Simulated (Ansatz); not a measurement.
# MgCd3Te4: the cost of one run

Method: DFT PBEsol, scalar-relativistic, plane waves, PAW, in Ansatz 0.2.0.

That is the level of the relaxation; later steps name their own.

## (1) The structure to begin with

The structure is orthorhombic, space group Amm2 (No. 38). The conventional cell has a = 4.542 Å, b = 9.084 Å, c = 12.847 Å, α = 90.00°, β = 90.00°, γ = 90.00°. Around Mg (site symmetry mm2) lie 4 Te at 2.78 Å. Cd (site symmetry m) is surrounded by 4 Te at 2.78 Å. Around Cd (site symmetry mm2) lie 4 Te at 2.78 Å. Te (site symmetry m) is surrounded by 1 Mg at 2.78 Å and 3 Cd at 2.78 Å. Te (site symmetry mm2) has 4 Cd at 2.78 Å as nearest neighbours. Around Te (site symmetry mm2) lie 2 Mg at 2.78 Å and 2 Cd at 2.78 Å.

As a file:

```cif
data_structure
_symmetry_space_group_name_H-M 'P 1'
_symmetry_Int_Tables_number 1
_cell_length_a 9.0842
_cell_length_b 9.0842
_cell_length_c 9.0842
_cell_angle_alpha 60.000
_cell_angle_beta 60.000
_cell_angle_gamma 60.000
_cell_volume 530.08
loop_
_atom_site_label
_atom_site_type_symbol
_atom_site_fract_x
_atom_site_fract_y
_atom_site_fract_z
_atom_site_occupancy
Mg1 Mg 0.00000 0.00000 0.00000 1
Mg2 Mg 0.50000 0.00000 0.00000 1
Cd1 Cd 0.00000 0.50000 0.00000 1
Cd2 Cd 0.00000 0.00000 0.50000 1
Cd3 Cd 0.50000 0.50000 0.00000 1
Cd4 Cd 0.50000 0.00000 0.50000 1
Cd5 Cd 0.00000 0.50000 0.50000 1
Cd6 Cd 0.50000 0.50000 0.50000 1
Te1 Te 0.87500 0.87500 0.37500 1
Te2 Te 0.37500 0.87500 0.37500 1
Te3 Te 0.87500 0.37500 0.37500 1
Te4 Te 0.87500 0.87500 0.87500 1
Te5 Te 0.37500 0.37500 0.37500 1
Te6 Te 0.37500 0.87500 0.87500 1
Te7 Te 0.87500 0.37500 0.87500 1
Te8 Te 0.37500 0.37500 0.87500 1
```

(A quick probe on a coarse mesh, which set the mesh and smearing, is not shown.)

## (3) Relaxing cell and atoms

File input.yaml:

```yaml
crystal:
  lattice:
    - [-6.42349941, 6.42349941, 0.0]
    - [-6.42349941, 0.0, 6.42349941]
    - [0.0, 6.42349941, 6.42349941]
  atoms:
    - { symbol: Mg, position: [0.0, 0.0, 0.0] }
    - { symbol: Mg, position: [0.5, 0.0, 0.0] }
    - { symbol: Cd, position: [0.0, 0.5, 0.0] }
    - { symbol: Cd, position: [0.0, 0.0, 0.5] }
    - { symbol: Cd, position: [0.5, 0.5, 0.0] }
    - { symbol: Cd, position: [0.5, 0.0, 0.5] }
    - { symbol: Cd, position: [0.0, 0.5, 0.5] }
    - { symbol: Cd, position: [0.5, 0.5, 0.5] }
    - { symbol: Te, position: [0.875, 0.875, 0.375] }
    - { symbol: Te, position: [0.375, 0.875, 0.375] }
    - { symbol: Te, position: [0.875, 0.375, 0.375] }
    - { symbol: Te, position: [0.875, 0.875, 0.875] }
    - { symbol: Te, position: [0.375, 0.375, 0.375] }
    - { symbol: Te, position: [0.375, 0.875, 0.875] }
    - { symbol: Te, position: [0.875, 0.375, 0.875] }
    - { symbol: Te, position: [0.375, 0.375, 0.875] }
basis:
  ecutwfc: 420
kpoints:
  mp_grid: { grid: [4, 4, 4] }
hamiltonian:
  xc: pbesol
scf:
  occupations: { method: gaussian, width: 0.02 }
output:
  forces: true
  stress: true
  eigenvalues: true
relax:
  adjacent_minimum: "off"
  f_tol: 0.005
  max_steps: 80
  cell: { stress_tol: 0.05 }
```

Launch:

```
> ansatz run input.yaml --threads 4 --pin off --max-ram 10240MiB --backend cpu --events-out ev --progress --plain --runs-dir out
```

Q: Estimate wall time and peak memory on 4 threads of Intel Xeon Platinum 8259CL at 2.50GHz (Skylake/Cascade Lake), shared host.

About 4 min, with a peak of 2.6 GiB.
